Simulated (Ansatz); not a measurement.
Here is an Ansatz 0.2.0 calculation.

The input input.yaml:

```yaml
crystal:
  lattice:
    - [0.0, 2.897844, 2.897844]
    - [2.897844, 0.0, 2.897844]
    - [2.897844, 2.897844, 0.0]
  atoms:
    - { symbol: Ge, position: [0.0, 0.0, 0.0] }
    - { symbol: Ga, position: [0.25, 0.25, 0.25] }
kpoints:
  mp_grid: { grid: [8, 8, 8] }
  band_path:
    path:
      - [0.0, 0.0, 0.0]
      - [0.5, 0.0, 0.5]
      - [0.5, 0.25, 0.75]
      - [0.375, 0.375, 0.75]
      - [0.0, 0.0, 0.0]
      - [0.5, 0.5, 0.5]
      - [0.625, 0.25, 0.625]
      - [0.5, 0.25, 0.75]
    npoints: 6
scf:
  occupations: { method: fermi_dirac, width: 0.05 }
hamiltonian:
  xc: pbesol
  pseudopotentials:
    kind: all_electron
    lapw: { basis_error: 0.001 }
    dirac_shells: { Ga: ["3p"], Ge: ["3p"] }
output:
  forces: true
  stress: true
  eigenvalues: true
```

Potentials or basis: all-electron LAPW, inner shells corrected to Dirac's equation.

The run is started by

```console
$ ansatz run input.yaml --threads 1 --pin off --max-ram 3072MiB --backend cpu --events-out ev --progress --plain --runs-dir out
```

Predict the band gap along the path.

none (metal or under the smearing width).

What does it give for the pressure?

-2.4 GPa.

Levels at the corners of the path, in eV from the Fermi level:
| point | band 19 | band 20 | band 21 | band 22 | band 23 | band 24 | band 25 | band 26 |
| --- | --- | --- | --- | --- | --- | --- | --- | --- |
| Γ | -10.54 | 1.69 | 1.69 | 1.69 | 2.03 | 4.35 | 4.35 | 4.35 |
| X | -7.52 | -5.82 | -1.25 | -1.25 | 2.26 | 2.38 | 11.00 | 11.00 |
| W | -7.44 | -5.66 | -2.17 | -2.06 | 5.75 | 5.76 | 6.11 | 6.40 |
| K | -7.60 | -5.59 | -2.54 | -0.82 | 2.73 | 5.55 | 8.69 | 8.87 |
| Γ | -10.54 | 1.69 | 1.69 | 1.69 | 2.03 | 4.35 | 4.35 | 4.35 |
| L | -8.58 | -5.38 | 0.39 | 0.39 | 2.02 | 5.32 | 5.32 | 8.07 |
| U | -7.60 | -5.59 | -2.54 | -0.82 | 2.73 | 5.55 | 8.69 | 8.87 |
| W | -7.44 | -5.66 | -2.17 | -2.06 | 5.75 | 5.76 | 6.11 | 6.40 |
